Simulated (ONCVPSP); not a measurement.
# Lu: generating and testing an ONCV potential

Do these settings give a usable potential? It is generated, then checked for transferability, scattering, ghosts and hardness.

Method: ONCVPSP 4.0.1.1 (patched build), LDA (Perdew-Wang 92), scalar-relativistic.

### Step 1. Starting point

The settings as typed:

* element: lutetium (Lu, Z = 71)
* type: optimised norm-conserving Vanderbilt (ONCV)
* frozen core: [Kr]
* valence charge: 35
* reference configuration: 4d10 4f14 5s2 5p6 5d1 6s2
* partial waves: 5s+6s: rc 2.00 bohr, ncon 4, nbas 8, qcut 5.2 1/bohr, 2 projectors; 5p: rc 2.30 bohr, ncon 5, nbas 10, qcut 7 1/bohr, 2 projectors, debl 3.7 Ha; 4d+5d: rc 1.00 bohr, ncon 3, nbas 7, qcut 18.9 1/bohr, 2 projectors; 4f: rc 1.15 bohr, ncon 3, nbas 8, qcut 12.7 1/bohr, 1 projector
* local potential: polynomial inside 1.00 bohr (lpopt 4, dvloc0 0 Ha)
* core correction: Teter function, fcfact 2.5, rcfact 1.35

The outer shells as boxes (Hund's rule for the drawing; the calculation is spin-unpolarised):

```
[Kr] core
4d [↑↓][↑↓][↑↓][↑↓][↑↓]
4f [↑↓][↑↓][↑↓][↑↓][↑↓][↑↓][↑↓]
5s [↑↓]
5p [↑↓][↑↓][↑↓]
5d [↑ ][  ][  ][  ][  ]
6s [↑↓]
```

The nodes and maxima of the atom's own shells, from an earlier all-electron run, set the scale for the radii.

All-electron outer shells of the reference configuration (LDA (PZ), scalar-relativistic, ld1.x):

```json
{"shell": "4p", "level (eV)": "-357.47", "outermost node (bohr)": "0.25", "outermost maximum (bohr)": "0.47"}
{"shell": "4d", "level (eV)": "-191.71", "outermost node (bohr)": "0.23", "outermost maximum (bohr)": "0.48"}
{"shell": "5s", "level (eV)": "-61.19", "outermost node (bohr)": "0.57", "outermost maximum (bohr)": "1.04"}
{"shell": "5p", "level (eV)": "-31.78", "outermost node (bohr)": "0.61", "outermost maximum (bohr)": "1.19"}
{"shell": "4f", "level (eV)": "-9.81", "outermost node (bohr)": "–", "outermost maximum (bohr)": "0.47"}
{"shell": "6s", "level (eV)": "-4.81", "outermost node (bohr)": "1.41", "outermost maximum (bohr)": "3.00"}
{"shell": "5d", "level (eV)": "-1.92", "outermost node (bohr)": "0.68", "outermost maximum (bohr)": "1.84"}
{"shell": "6p", "level (eV)": "-1.40", "outermost node (bohr)": "1.73", "outermost maximum (bohr)": "4.32"}
```

### Step 2. Generating the potential

Input file Lu.dat:

```
# ATOM AND REFERENCE CONFIGURATION
# atsym  z   nc   nv     iexc    psfile
  Lu 71.00    8    6  -001012      upf
#
#   n    l    f
    1    0    2.00
    2    0    2.00
    2    1    6.00
    3    0    2.00
    3    1    6.00
    3    2   10.00
    4    0    2.00
    4    1    6.00
    4    2   10.00
    4    3   14.00
    5    0    2.00
    5    1    6.00
    5    2    1.00
    6    0    2.00
#
# PSEUDOPOTENTIAL AND OPTIMIZATION
# lmax
    3
#
#   l,   rc,      ep,       ncon, nbas, qcut
    0    2.00    0.00    4    8    5.20
    1    2.30    0.00    5   10    7.00
    2    1.00    0.00    3    7   18.90
    3    1.15    0.00    3    8   12.70
#
# LOCAL POTENTIAL
# lloc, lpopt,  rc(5),   dvloc0
    4    4    1.00    0.00
#
# VANDERBILT-KLEINMAN-BYLANDER PROJECTORs
# l, nproj, debl
    0    2    3.10
    1    2    3.70
    2    2    2.30
    3    1    1.80
#
# MODEL CORE CHARGE
# icmod, fcfact, rcfact
    3    2.50    1.35
#
# LOG DERIVATIVE ANALYSIS
# epsh1, epsh2, depsh
   -9.00    5.00    0.04
#
# OUTPUT GRID
# rlmax, drl
    6.00    0.01
#
# TEST CONFIGURATIONS
# ncnf
    4
# nvcnf
#   n    l    f
    6
    4    2   10.00
    4    3   14.00
    5    0    2.00
    5    1    6.00
    5    2    1.00
    6    0    1.00
#
    6
    4    2   10.00
    4    3   14.00
    5    0    2.00
    5    1    6.00
    5    2    1.00
    6    0    0.00
#
    6
    4    2   10.00
    4    3   14.00
    5    0    2.00
    5    1    6.00
    5    2    0.00
    6    0    0.00
#
    6
    4    2    9.00
    4    3   14.00
    5    0    2.00
    5    1    6.00
    5    2    1.00
    6    0    2.00
#
```

Launch:

```bash
$ oncvpsp.x < Lu.dat > Lu.out
```

Q: Predict the outcome of this session. Wanted: cutoffs for 1 and 0.1 mHa per electron, occupied waves; bound ghosts; GHOST(+) flags; largest test error; largest phase difference near zero energy, channels read; rms error of d²Exc/dn², without and with the model core.

**Answer**, as computed:

| quantity | value |
| --- | --- |
| cutoffs for 1 and 0.1 mHa per electron, occupied waves | 120 Ha and 232 Ha |
| bound ghosts | none found |
| GHOST(+) flags | s at 59 eV |
| largest test error (AE − PS) | -844 meV, for 4d9 4f14 5s2 5p6 5d1 6s2 (1 test unsolved) |
| largest phase difference near zero energy, channels read | 0.016 rad |
| rms error of d²Exc/dn², without and with the model core | 3.92 and 2.87 mHa |

The worst unpolarised test, 4d9 4f14 5s2 5p6 5d1 6s2, is off by 844 meV on 200.6 eV; by total energies transferability rates as poor. That test lies far up in energy; among those under 40 eV, nearer to bonding, the largest error is 6.8 meV. Of the tests 1 gave no usable energy difference, which is a warning in itself. By its cutoff, 120 Ha for the looser tolerance, it is very hard. At the looser tolerance the 4d wave is the slowest; 5d needs 102 Ha. No bound ghost shows below the valence levels. Near zero energy the phases of the channels with partial waves agree within 0.016 rad. The program also flags highly localised states, GHOST(+) (s). These are tests on the free atom; a crystal test is still owed.
